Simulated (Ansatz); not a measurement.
# C2H4BN: the cost of one run

Computed with Ansatz 0.2.0, Gaussian basis. Level: single points in def2-TZVPP.

Cores are frozen in the correlated methods.

### 1 The system as given

SMILES `B#CNC`, 8 atoms, charge 0, spin multiplicity 1.

Atoms are counted from 1 here; the program's logs count them from 0.

Bond lengths: B1–C2 1.554 Å, C2–N3 1.373 Å, N3–C4 1.443 Å, N3–H5 1.011 Å, C4–H6 1.148 Å, C4–H7 1.117 Å, C4–H8 1.126 Å. Angles: B1–C2–N3 133.9°, C2–N3–C4 118.4°, C2–N3–H5 121.5°, C4–N3–H5 120.0°, N3–C4–H6 108.8°, N3–C4–H7 110.2°, N3–C4–H8 115.7°, H6–C4–H7 111.4°, H6–C4–H8 98.6°, H7–C4–H8 111.5°.

Coordinates:

```xyz
8
charge 0, multiplicity 1
B     2.7200   -0.2006    0.1540
C     1.3374   -0.5555   -0.4616
N     0.1640    0.1371   -0.6309
C    -0.8887   -0.0493    0.3384
H     0.0099    0.7253   -1.4389
H    -0.8158    0.7811    1.1274
H    -0.8100   -1.0620    0.8034
H    -1.9331    0.1567   -0.0282
```

### 2 PBE-D4/def2-TZVPP

File run/in.yaml:

```yaml
crystal:
  periodic: [false, false, false]
  atoms:
    - {symbol: B, position_ang: [2.719970, -0.200571, 0.153961]}
    - {symbol: C, position_ang: [1.337445, -0.555544, -0.461632]}
    - {symbol: N, position_ang: [0.163967, 0.137128, -0.630908]}
    - {symbol: C, position_ang: [-0.888695, -0.049278, 0.338373]}
    - {symbol: H, position_ang: [0.009946, 0.725298, -1.438897]}
    - {symbol: H, position_ang: [-0.815766, 0.781084, 1.127440]}
    - {symbol: H, position_ang: [-0.809969, -1.062048, 0.803427]}
    - {symbol: H, position_ang: [-1.933070, 0.156744, -0.028182]}
basis:
  gaussian: {orbitals: def2-TZVPP}
hamiltonian: {xc: pbe, dispersion: d4}
output: {forces: true}
```

Launch:

```
ansatz run in.yaml --threads 2 --pin off --events-out ev --progress --plain --max-ram 3481MiB
```

Q: Estimate wall time and peak memory on 2 threads of AMD EPYC 9R45, shared host.

About 1.2 s, with a peak of 0.2 GiB.
